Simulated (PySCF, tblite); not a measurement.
# C6H13FSi: geometry, infrared bands and NMR shifts

Wanted: the infrared bands and NMR shifts of C6H13FSi (`CC(C)=C[SiH2][C@@H](C)F`), by calculation.

Programs: tblite 0.8.0 and PySCF 2.14.0, with density-fitted response routines of our own. Each step states its level of theory. These are calculated values for one molecule in the gas phase, unless marked as measured. Atoms count from 0, in the outputs and in this text.

## 1. Starting geometry

21 atoms, charge 0, multiplicity 1; geometry from: force field or distance geometry start.

Bonds of the start (Å): C0–C1 1.50, C1–C2 1.47, C1–C3 1.32, C3–Si4 1.82, Si4–C5 1.86, C5–C6 1.52, C5–F7 1.38, C0–H8 1.13, C0–H9 1.11, C0–H10 1.09, C2–H11 1.14, C2–H12 1.15, C2–H13 1.09, C3–H14 1.11, Si4–H15 1.48, Si4–H16 1.45, C5–H17 1.11, C6–H18 1.10, C6–H19 1.12, C6–H20 1.10.

## 2. Geometry optimisation with GFN2-xTB

What the job is given:

```
{"job": {"kind": "relax", "xc": "GFN2-xTB", "basis": "xTB"}, "charge": 0, "multiplicity": 1}
C     -2.709400    -1.024300     1.000000
C     -1.787900    -0.201700     0.144300
C     -2.307500     0.932300    -0.636300
C     -0.513100    -0.558800     0.160800
Si     0.812000     0.274800    -0.775200
C      2.268700     0.622400     0.335500
C      3.464900    -0.245500    -0.018200
F      2.596800     1.960400     0.193700
H     -3.517700    -1.373300     0.296400
H     -3.202100    -0.436000     1.798000
H     -2.166600    -1.890900     1.366100
H     -2.969000     0.521000    -1.466100
H     -3.077400     1.429800     0.051000
H     -1.560300     1.646200    -0.985600
H     -0.214000    -1.416900     0.789800
H      1.308700    -0.723800    -1.749700
H      0.382700     1.425000    -1.547900
H      1.927900     0.411300     1.373500
H      3.173900    -0.894700    -0.854100
H      3.779800    -0.831500     0.880400
H      4.300800     0.390900    -0.356600
```

Run with:

```
> OMP_NUM_THREADS=1 python probes_run.py task.json out
```

This one command runs all jobs of the session in turn.

**Question.** This job is followed by: GFN2-xTB harmonic vibrations, gas phase; GIAO PBE0/pcSseg-1 NMR shielding, non-relativistic, gas phase. Predict these results of the whole session: strongest single infrared mode (GFN2-xTB); zero-point energy (GFN2-xTB); 13C shifts against TMS (PBE0/pcSseg-1); 1H shifts against TMS (PBE0/pcSseg-1, means over atoms taken as alike); 29Si shifts against TMS (PBE0/pcSseg-1); 19F shifts against CFCl3 (PBE0/pcSseg-1).

As calculated:

| quantity | value |
| --- | --- |
| strongest single infrared mode (GFN2-xTB) | 715 cm⁻¹, 408 km/mol |
| zero-point energy (GFN2-xTB) | 106.5 kcal/mol |
| 13C shifts against TMS (PBE0/pcSseg-1) | 166.9, 119.1, 87.7, 31.4, 27.2, 21.6 ppm |
| 1H shifts against TMS (PBE0/pcSseg-1, means over atoms taken as alike) | 5.13, 5.08, 4.62, 4.34, 1.95, 1.88, 1.59 ppm |
| 29Si shifts against TMS (PBE0/pcSseg-1) | -54.3 ppm |
| 19F shifts against CFCl3 (PBE0/pcSseg-1) | -242.9 ppm |

**Reading.** The optimisation took 180 steps and gained 0.788 eV; among the close pairs (by a distance rule), Si4–C5 changed most, from 1.865 to 1.923 Å. No mode is imaginary among the 57: a minimum at this level. The strongest single mode, at 715 cm⁻¹, moves mainly H15 and H16. Unscaled tight-binding wavenumbers are off by several per cent, some by more. Its intensities can rank the bands wrongly. The most deshielded hydrogen is H14 (hydrogen on an alkene CH), at 5.13 ppm: attached to an sp2 carbon and in the plane of the double bond. At PBE0/pcSseg-1: Shielding is most anisotropic at C1 (span 271 ppm, paramagnetic term -241 ppm).
